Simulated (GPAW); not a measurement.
Here is a GPAW 26.7.0 calculation.

The input run.py:

```python
from ase import Atoms
from ase.filters import FrechetCellFilter
from ase.io import write
from ase.optimize import BFGS
from gpaw import GPAW, PW, setup_paths

setup_paths.insert(0, '.')

atoms = Atoms(['Sb', 'Sb', 'Sb', 'In'],
              cell=[[0.0, 3.794555, 3.794555],
                    [3.794555, 0.0, 3.794555],
                    [3.794555, 3.794555, 0.0]],
              scaled_positions=[[0.5, 0.5, 0.5],
                                [0.75, 0.75, 0.75],
                                [0.25, 0.25, 0.25],
                                [0.0, 0.0, 0.0]],
              pbc=True)

calc = GPAW(mode=PW(600),
            xc='PBEsol',
            kpts={'size': (5, 5, 5), 'gamma': True},
            occupations={'name': 'fermi-dirac', 'width': 0.05},
            nbands=45,
            convergence={'density': 1e-05, 'forces': 0.0001},
            maxiter=150,
            txt='gpaw.txt')
atoms.calc = calc
opt = BFGS(FrechetCellFilter(atoms), trajectory='relax.traj', logfile='-')
done = opt.run(fmax=0.02, steps=60)
calc.write('gs.gpw')
write('result.traj', atoms)
print('Converged:', done)
print('Cell:', atoms.cell.cellpar().round(4))
print('Volume:', round(atoms.get_volume(), 4))
print(atoms.get_scaled_positions().round(5))
```

Potentials or basis: PAW data sets generated in the run's folder for this functional, pw.

The run is started by

```sh
$ gpaw-setup -f PBEsol In Sb
$ OMP_NUM_THREADS=1 python run.py
```

Problem. Estimate the space group after relaxing (to 0.05 Å).

Solution. Fm-3m (No. 225).

Problem. What does it give for the relaxed volume?

Solution. 25.68 Å³/atom.

Problem. Predict the relaxed cell.

Solution. a = 5.257 Å, b = 5.257 Å, c = 5.257 Å, α = 60.00°, β = 60.00°, γ = 60.00°.

Problem. What does it give for the band gap on the k mesh?

Solution. None (metal or under the smearing width).

Final structure:
```
Sb In
1.0
     0.00000    3.71736    3.71736
     3.71736    0.00000    3.71736
     3.71736    3.71736    0.00000
Sb In
3 1
Direct
  0.50000 0.50000 0.50000
  0.75000 0.75000 0.75000
  0.25000 0.25000 0.25000
  0.00000 0.00000 0.00000
```

Caveat: later steps reuse the first step's grids. Spin-orbit coupling is left out, which matters for the levels of Sb.
